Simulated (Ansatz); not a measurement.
# H2OSZn: how energies converge with the basis set

Aim: see how fast density functionals converge with the basis set for H2OSZn.

Computed with Ansatz 0.2.0, Gaussian basis. Level: one geometry, several basis sets.

Plan: PBE0-D4/def2-SVP; ωB97M-V/def2-SVP; PBE0-D4/def2-QZVPP; ωB97M-V/def2-QZVPP; the functionals' def2-TZVPP values are taken from earlier runs.

## 1. The relaxed structure

All runs share one geometry, relaxed beforehand with PBE0-D4 in a triple-zeta def2 set.

SMILES `[OH][Zn][SH]`, 5 atoms, charge 0, spin multiplicity 1.

Atoms are counted from 1 here; the program's logs count them from 0.

Bond lengths: O1–Zn2 1.773 Å, O1–H4 0.959 Å, Zn2–S3 2.149 Å, S3–H5 1.345 Å. Angles: Zn2–O1–H4 115.7°, O1–Zn2–S3 176.2°, Zn2–S3–H5 93.0°.

## 2. PBE0-D4 in def2-SVP

The input, in.yaml:

```yaml
crystal:
  periodic: [false, false, false]
  atoms:
    - {symbol: O, position_ang: [-1.312232, -1.337274, -0.178520]}
    - {symbol: Zn, position_ang: [-0.241246, 0.074921, -0.129238]}
    - {symbol: S, position_ang: [1.030551, 1.805686, -0.209582]}
    - {symbol: H, position_ang: [-1.581916, -1.684623, 0.673305]}
    - {symbol: H, position_ang: [2.154643, 1.067689, -0.197365]}
basis:
  gaussian: {orbitals: def2-SVP}
hamiltonian: {xc: pbe0, dispersion: d4}
output: {orbitals: {seedname: orbitals}}
```

Command:

```
$ ansatz run in.yaml --threads 2 --pin off --events-out ev --progress --plain --max-ram 22528MiB --backend cpu
```

Further steps of the session: ωB97M-V in def2-SVP; PBE0-D4 in def2-QZVPP; ωB97M-V in def2-QZVPP.

Before running them: what should the planned runs give, taken together? Wanted: PBE0-D4: double and triple zeta above quadruple; ωB97M-V: double and triple zeta above quadruple.

As calculated:

| quantity | value |
| --- | --- |
| PBE0-D4: double and triple zeta above quadruple | 15.34, 1.70 eV |
| ωB97M-V: double and triple zeta above quadruple | 15.33, 1.64 eV |

In words: For PBE0-D4 the step from double to triple zeta gains 13.65 eV and the next only 1.70 eV. Total energies overstate the basis error of differences, where much of it tends to cancel. The LUMO of ωB97M-V is positive and keeps falling with the basis (0.76 to 0.23 eV): an unbound level that the basis holds in place.
